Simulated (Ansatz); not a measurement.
# C2H6GeTe: the cost of one run

Method: the settings change from run to run; program: Ansatz 0.2.0, Gaussian basis.

1 further run of the same task is left out (for a known fault of the program). Runs told in other sessions of the task aren't counted.

## (1) The geometry

The structure was relaxed beforehand with PBE0-D4 in a triple-zeta def2 set. Te takes a core potential in def2 sets; no spin-orbit term is included.

SMILES `C=C[Te][GeH3]`, 10 atoms, charge 0, spin multiplicity 1.

Atoms are counted from 1 here; the program's logs count them from 0.

Bond lengths: C1–C2 1.324 Å, C1–H5 1.085 Å, C1–H6 1.086 Å, C2–Te3 2.103 Å, C2–H7 1.086 Å, Te3–Ge4 2.554 Å, Ge4–H8 1.538 Å, Ge4–H9 1.537 Å, Ge4–H10 1.535 Å. Angles: C2–C1–H5 122.5°, C2–C1–H6 120.6°, H5–C1–H6 117.0°, C1–C2–Te3 123.3°, C1–C2–H7 121.3°, Te3–C2–H7 115.3°, C2–Te3–Ge4 93.6°, Te3–Ge4–H8 108.7°, Te3–Ge4–H9 111.3°, Te3–Ge4–H10 107.2°, H8–Ge4–H9 109.4°, H8–Ge4–H10 110.2°, H9–Ge4–H10 110.0°.

## (2) r2SCANh/def2-TZVP

Set apart from the defaults: a grid of angular degree 47, D4 dispersion, high accuracy.

File in.yaml:

```yaml
crystal:
  periodic: [false, false, false]
  atoms:
    - {symbol: C, position_ang: [-0.936543, -1.676873, -1.378240]}
    - {symbol: C, position_ang: [-0.053290, -1.114440, -0.567341]}
    - {symbol: Te, position_ang: [1.051693, 0.600267, -1.077111]}
    - {symbol: Ge, position_ang: [0.659832, 1.721679, 1.183361]}
    - {symbol: H, position_ang: [-1.201734, -1.247029, -2.337994]}
    - {symbol: H, position_ang: [-1.429475, -2.604266, -1.101058]}
    - {symbol: H, position_ang: [0.195557, -1.558899, 0.391308]}
    - {symbol: H, position_ang: [0.961629, 0.705868, 2.297589]}
    - {symbol: H, position_ang: [-0.790479, 2.211302, 1.318675]}
    - {symbol: H, position_ang: [1.626010, 2.911190, 1.273909]}
basis:
  gaussian: {orbitals: def2-TZVP, final_grid: {core_spheres: 20, valence_spheres: 16, degree: 47}}
hamiltonian: {xc: {name: r2SCANh}, dispersion: d4}
accuracy: high
output: {forces: true}
```

Command:

```bash
ansatz run in.yaml --threads 4 --pin off --events-out ev --progress --plain --max-ram 10444MiB
```

What time and memory should one allow on 4 threads of Arm Neoverse V2, shared host?

About 17 s, with a peak of 1.2 GiB.
